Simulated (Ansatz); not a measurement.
**ZnHI (SMILES [ZnH][I]): one structure at several levels**

One table from this session's results is given with a row withheld; the runs are named, their logs left out.

The runs use Ansatz 0.2.0, Gaussian basis; single points in def2-TZVPP.

Correlated methods freeze the cores. The 3s and 3p shells of Cu and Zn are frozen; filled d shells are correlated. Core potentials replace the inner electrons past krypton, and spin-orbit coupling is left out.

### The system as given

3 atoms, charge 0, spin multiplicity 1.

Atoms are counted from 1 here; the program's logs count them from 0.

Bond lengths: Zn1–I2 2.410 Å, Zn1–H3 1.470 Å. Angles: I2–Zn1–H3 179.2°.

As a file:

| atom | x (Å) | y (Å) | z (Å) |
| --- | --- | --- | --- |
| Zn1 | -0.2459 | -0.1071 | -0.1380 |
| I2 | 1.6941 | 0.7699 | 0.9923 |
| H3 | -1.4196 | -0.6392 | -0.8453 |

Set-up of the first run:

run/in.yaml reads:

```yaml
crystal:
  periodic: [false, false, false]
  atoms:
    - {symbol: Zn, position_ang: [-0.245900, -0.107100, -0.138000]}
    - {symbol: I, position_ang: [1.694100, 0.769900, 0.992300]}
    - {symbol: H, position_ang: [-1.419600, -0.639200, -0.845300]}
basis:
  gaussian: {orbitals: def2-TZVPP}
correlation: {method: ccsd_t, frozen_orbitals: {H: 0, I: 4, Zn: 9}}
output: {forces: true}
```

The command line of these runs was not kept.

Steps of the session up to this table: CCSD(T)/def2-TZVPP; PBE0-D4/def2-TZVPP; wB97M-V/def2-TZVPP; r2SCAN-D4/def2-TZVPP; PBE-D4/def2-TZVPP; revPBE-D4/def2-TZVPP; SPW92/def2-TZVPP.

One table of the session follows, with a row left open; its other results are not shown here.

| method | RMS force component (eV/Å) | angle to CCSD(T) forces (°) | dipole (D) |
| --- | --- | --- | --- |
| CCSD(T) | 0.304 | reference | 1.25 |
| PBE0-D4 | 0.376 | 7.6 | 1.24 |
| wB97M-V | ? | ? | ? |
| r2SCAN-D4 | 0.296 | 13.9 | 1.20 |
| PBE-D4 | 0.355 | 1.1 | 1.09 |
| revPBE-D4 | 0.378 | 8.5 | 1.08 |
| SPW92 | 0.371 | 37.5 | 1.18 |

Estimate the missing values for wB97M-V.

**Answer.** RMS force component (eV/Å): 0.346; angle to CCSD(T) forces (°): 10.8; dipole (D): 1.33. In the column «RMS force component (eV/Å)» it lies between CCSD(T) (0.304) and PBE-D4 (0.355).
